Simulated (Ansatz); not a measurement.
# BBrFH2N: a ladder of functionals and wavefunction methods

How much do the methods differ for BBrFH2N? The plan is to run it at one geometry with functionals of several rungs and with coupled cluster, and see how far each lands from CCSD(T) at the basis-set limit for the atomisation energy.

Computed with Ansatz 0.2.0, Gaussian basis. Level: functionals in def2-TZVPP, the program's frozen cores in correlated methods.

The runs, in order: LDA (SPW92), PBE-D4, revPBE-D4, BLYP-D4, r2SCAN-D4, B97M-V, PBE0-D4, B3LYP-D4, r2SCANh-D4, r2SCAN0-D4, HSE06-D4, BHLYP-D4, CAM-B3LYP-D4, LC-ωPBE, ωB97X-V, ωB97M-V, B2PLYP, PBE-QIDH; CCSD(T)/def2-SVP; CCSD(T)/def2-TZVPP; MP2/def2-QZVPP; extrapolation to the limit; RPA on PBE.

**1. The relaxed structure**

An earlier PBE0-D4 in a triple-zeta def2 set relaxation fixed the geometry.

SMILES `NB(F)Br`, 6 atoms, charge 0, spin multiplicity 1.

Atoms are counted from 1 here; the program's logs count them from 0.

Bond lengths: N1–B2 1.386 Å, N1–H5 1.003 Å, N1–H6 1.006 Å, B2–F3 1.326 Å, B2–Br4 1.931 Å. Angles: B2–N1–H5 122.8°, B2–N1–H6 121.9°, H5–N1–H6 115.3°, N1–B2–F3 121.0°, N1–B2–Br4 120.9°, F3–B2–Br4 118.1°.

As a file:

```mol
BBrFH2N
  3D, bonds by distance, orders not assigned

  6  5  0  0  0  0  0  0  0  0999 V2000
    0.0514    0.7765    0.1106 N   0  0
    0.0419   -0.6070    0.0352 B   0  0
    0.5595   -1.3472    1.0061 F   0  0
   -0.7260   -1.5121   -1.4877 Br  0  0
   -0.3325    1.3629   -0.6075 H   0  0
    0.4477    1.2629    0.8970 H   0  0
  1  2  8  0
  2  3  8  0
  2  4  8  0
  1  5  8  0
  1  6  8  0
M  END
```

**2. LDA**

This LDA is Slater exchange with PW92 correlation.

File in.yaml:

```yaml
crystal:
  periodic: [false, false, false]
  atoms:
    - {symbol: N, position_ang: [0.051374, 0.776534, 0.110610]}
    - {symbol: B, position_ang: [0.041868, -0.607022, 0.035240]}
    - {symbol: F, position_ang: [0.559512, -1.347204, 1.006065]}
    - {symbol: Br, position_ang: [-0.725958, -1.512110, -1.487684]}
    - {symbol: H, position_ang: [-0.332459, 1.362901, -0.607536]}
    - {symbol: H, position_ang: [0.447664, 1.262901, 0.897005]}
basis:
  gaussian: {orbitals: def2-TZVPP}
hamiltonian: {xc: lda}
output: {orbitals: {seedname: orbitals}}
```

After this run come: PBE-D4 (GGA); revPBE-D4 (GGA); BLYP-D4 (GGA); r2SCAN-D4 (meta-GGA); B97M-V (meta-GGA); PBE0-D4 (hybrid); B3LYP-D4 (hybrid); r2SCANh-D4 (hybrid); r2SCAN0-D4 (hybrid); HSE06-D4 (hybrid); BHLYP-D4 (hybrid); CAM-B3LYP-D4 (range-separated); LC-ωPBE-D4 (range-separated); ωB97X-V (range-separated); ωB97M-V (range-separated); B2PLYP (double hybrid); PBE-QIDH (double hybrid); CCSD(T) in def2-SVP; CCSD(T) in def2-TZVPP; MP2 in def2-QZVPP; RPA on PBE orbitals.

Before running them: what should the planned runs give, taken together? Wanted: atomisation energy, CCSD(T)/CBS; farthest beyond LDA; mean size of error, GGA; mean size of error, meta-GGA; mean size of error, hybrid; mean size of error, range-separated; mean size of error, double hybrid; gap, smallest and largest; T1 diagnostic.

As calculated:

```
                               quantity                                                                                                                                      value
        atomisation energy, CCSD(T)/CBS                                                                                                                                  24.184 eV
    functionals within 0.242 eV (1.0 %)  revPBE-D4, BLYP-D4, r2SCAN-D4, B97M-V, PBE0-D4, B3LYP-D4, r2SCANh-D4, HSE06-D4, CAM-B3LYP-D4, LC-ωPBE, ωB97X-V, ωB97M-V, B2PLYP, PBE-QIDH
                    farthest beyond LDA                                                                                                                       BHLYP-D4 (-0.836 eV)
                mean size of error, GGA                                                                                                                                   0.311 eV
           mean size of error, meta-GGA                                                                                                                                   0.117 eV
             mean size of error, hybrid                                                                                                                                   0.260 eV
    mean size of error, range-separated                                                                                                                                   0.092 eV
      mean size of error, double hybrid                                                                                                                                   0.125 eV
              gap, smallest and largest                                                                                                      6.55 eV (BLYP-D4), 13.67 eV (LC-ωPBE)
                          T1 diagnostic                                                                                                                                     0.0097
triples share of the correlation energy                                                                                                                                      3.3 %
```

**Reading.** The LDA atomisation energy is off by 3.936 eV (16 %): it overbinds. PBE-D4 is off by +0.750 eV. Double hybrids carry the basis error of their MP2 part in triple zeta, and no dispersion term here, so their miss is partly the set-up's. The rungs range-separated, meta-GGA, double hybrid miss on average by less than the doubt on the reference (0.242 eV), so they tie. Misses under about 0.242 eV are within the doubt on the reference itself, which lacks core-valence correlation, relativity and higher excitations, and its outer-core shells are covered unevenly. All levels share the lack of spin-orbit coupling, which lowers the free heavy atoms and so the true binding. Hartree-Fock recovers 72 % of the binding; the rest is correlation. CCSD(T) in def2-SVP is off by -1.377 eV, so the small basis spoils what the method gains. Orbital gaps span 6.6 to 13.7 eV; exact exchange widens them. Correlated methods include outer-core shells of Br, which these sets cover unevenly.
